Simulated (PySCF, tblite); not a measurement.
# H7HfNO4Si, a small molecule taken as a stand-in for a surface group (hafnium hydroxide): NMR shifts, core binding energies and electronic excitations, part 2 of 2

tblite 0.8.0 and PySCF 2.14.0. Atoms count from 0, parts from 1.

## Step 6: Ultraviolet spectrum: CAM-B3LYP/def2-SVPD

The job: settings as JSON, then the geometry in Å.

```
{"job": {"kind": "uv", "xc": "CAM-B3LYP", "basis": "def2-SVPD", "nstates": 6, "ntriplets": 2, "ip": true}, "charge": 0, "multiplicity": 1}
O      0.614461    -2.611447    -0.874795
Hf     0.200908    -0.756012    -0.544982
O      1.819069     0.183316    -1.162055
O     -1.434334    -0.450698    -1.594114
O     -0.061556    -0.736050     1.476419
Si    -0.405225     0.808531     1.910685
N     -0.320951     1.564011     0.297875
H      0.810008    -3.544196    -0.913812
H      2.629577    -0.067975    -1.607300
H     -1.990939    -0.934218    -2.205399
H     -1.777632     0.991315     2.462756
H      0.616930     1.422609     2.805017
H      0.463593     2.175691     0.081590
H     -1.170151     1.940474    -0.117764
```

Method: TDDFT CAM-B3LYP/def2-SVPD, vertical, gas phase, core orbitals frozen in the response.

Log:

```text
coarse grid: 58400 points
cycle   1  E = -696.7542664787  dE = -1.231e+01  |g| = 1.518e+00  |ddm| = 9.382e+00
cycle   2  E = -696.3698313261  dE =  3.844e-01  |g| = 2.116e+00  |ddm| = 3.503e+00
cycle   3  E = -697.2267985895  dE = -8.570e-01  |g| = 2.178e-01  |ddm| = 1.884e+00
cycle   4  E = -697.2349309936  dE = -8.132e-03  |g| = 9.352e-02  |ddm| = 3.516e-01
cycle   5  E = -697.2365065735  dE = -1.576e-03  |g| = 3.435e-02  |ddm| = 1.191e-01
cycle   6  E = -697.2367393625  dE = -2.328e-04  |g| = 3.923e-03  |ddm| = 3.793e-02
cycle   7  E = -697.2367436469  dE = -4.284e-06  |g| = 2.264e-03  |ddm| = 9.425e-03
final grid: 120728 points
cycle   8  E = -697.2367978521  dE =  1.818e-07  |g| = 2.722e-03  |ddm| = 7.747e-03
cycle   9  E = -697.2367969268  dE =  9.253e-07  |g| = 3.499e-03  |ddm| = 5.852e-03
cycle  10  E = -697.2367993516  dE = -2.425e-06  |g| = 2.273e-04  |ddm| = 3.183e-03
cycle  11  E = -697.2367993615  dE = -9.977e-09  |g| = 3.756e-05  |ddm| = 2.093e-04
cycle  12  E = -697.2367993621  dE = -5.853e-10  |g| = 1.857e-05  |ddm| = 1.285e-04
converged SCF energy = -697.2367993621

Static polarisability (au): isotropic 85.117, principal 78.122 81.160 96.068

Singlet excitations
state   eV       nm        f      main configurations
  1   7.3384    169.0   0.00027   H-2->L 0.80
  2   7.4031    167.5   0.07611   H-1->L 0.48, H-1->L+1 0.17, H->L 0.12
  3   7.4262    167.0   0.02086   H->L 0.47, H->L+3 0.14, H-1->L 0.12
  4   7.6023    163.1   0.01358   H->L+1 0.41, H->L+3 0.27
  5   7.6331    162.4   0.02073   H-4->L 0.26, H-2->L+2 0.25, H-2->L+5 0.15
  6   7.6918    161.2   0.01120   H-3->L 0.26, H-4->L 0.19, H-2->L+2 0.10

Triplet excitations (Tamm-Dancoff, eV): 7.0882 7.1001
Vertical ionisation energy (delta-SCF) = 10.5698 eV
```

Wall time 6.7 min (1 thread of Arm Neoverse V1, shared host); peak memory 1.2 GiB.

The orbitals next to the gap, with their largest atomic shares:

```csv
orbital,eV,atoms
HOMO−3,-10.35,"O0 42 %, O4 21 %, N6 8 %"
HOMO−2,-9.97,"O2 40 %, O3 38 %, O0 9 %"
HOMO−1,-9.86,"N6 39 %, O4 18 %, O2 13 %"
HOMO,-9.77,"O4 44 %, Si5 15 %, O3 10 %"
LUMO,0.45,"Hf1 48 %, Si5 8 %, O2 7 %"
LUMO+1,0.96,"Hf1 41 %, Si5 10 %, H13 7 %"
LUMO+2,1.13,"Hf1 57 %, O3 11 %, O2 10 %"
```

With each of the 6 states as a Gaussian band of 0.4 eV half-width at 1/e, the curve within the window shown has maxima at 166 nm (ε 5,400) L/(mol cm). Beyond the last state computed it falls off for lack of states. The curve at chosen wavelengths:

nm, ε (L/mol/cm) and a bar:
```
      155       1315 ######
      156       1711 ########
      157       2160 ###########
      158       2649 ##############
      159       3160 #################
      161       4153 #######################
      162       4585 #########################
      163       4939 ###########################
      164       5197 #############################
      165       5345 ##############################
      166       5375 ##############################
      167       5289 #############################
      168       5096 ############################
      170       4449 ########################
      171       4036 ######################
      172       3592 ###################
      173       3138 #################
      174       2693 ##############
      175       2271 ############
      176       1882 #########
      177       1535 #######
      179        973 ####
      180        757 ###
      181        581 ##
      182        439 #
      183        328
```

Further results of this job:

```csv
property,computed
dipole moment (D),1.30
polarisability (Å³),12.61
HOMO–LUMO gap (eV),10.22
−ε(HOMO) (eV),9.77
```

## Step 7: What came out

This closing draws on all 2 parts.

```
                                                                       quantity                                          value
                                           rotational constants (main isotopes)                           2.23, 1.02, 0.99 GHz
1H shifts against TMS (PBE0/def2-SVP+pcSseg-1, means over atoms taken as alike)         5.15, 3.56, 3.45, 2.16, 1.82, 1.72 ppm
                                17O shifts against H2O (PBE0/def2-SVP+pcSseg-1)                 237.2, 175.3, 173.4, 163.7 ppm
                               29Si shifts against TMS (PBE0/def2-SVP+pcSseg-1)                                      -33.6 ppm
                                15N shifts against NH3 (PBE0/def2-SVP+pcSseg-1)                                       36.8 ppm
                                               O1s binding energies, SCAN/pcX-2  O0 537.40, O3 537.17, O2 537.16, O4 536.55 eV
                                               N1s binding energies, SCAN/pcX-2                                   N6 405.18 eV
                                           lowest singlet (CAM-B3LYP/def2-SVPD)                    7.34 eV (169 nm), f = 0.000
                                       brightest single state of those computed                    state 2, 7.40 eV, f = 0.076
                                                                 lowest triplet                                        7.09 eV
                                              vertical ionisation energy (ΔSCF)                                       10.57 eV
```

In words: On relaxing, metal atoms bound new neighbours (Hf1–N6). Relaxing lowered the energy by 1.412 eV in 34 steps; the close pair that moved most is Hf1–H7, from 2.375 to 2.878 Å (PBE0/def2-SVP). No frequency check was run at this level, so the end point may be a saddle. The O1s levels kept as sound span 0.85 eV, from O4 (oxygen bonded to Hf, Si) up to O0 (oxygen bonded to Hf, H). The first singlet state (HOMO−2→LUMO 0.80) lies at 7.34 eV and is dark; of the 6 states computed, the strongest absorption comes from states 2 to 3 together at 7.40 eV. The lowest triplet lies 0.25 eV below the lowest singlet (triplets in Tamm-Dancoff, singlets in full TDDFT). Spin-orbit coupling, left out, mixes singlets and triplets in elements this heavy. ΔSCF puts the ionisation energy at 10.57 eV, 0.80 eV above −ε(HOMO). In this run the hole sits in HOMO−1, not in the HOMO; unless the two are degenerate, this need not be the first ionisation. Spin-orbit coupling is left out, which matters for shieldings and couplings at and beside the heavy atoms. A capped cluster stands for the solid here, so long-range fields and strain are missing, and bands or shifts of the capping hydrogens have no counterpart in it.
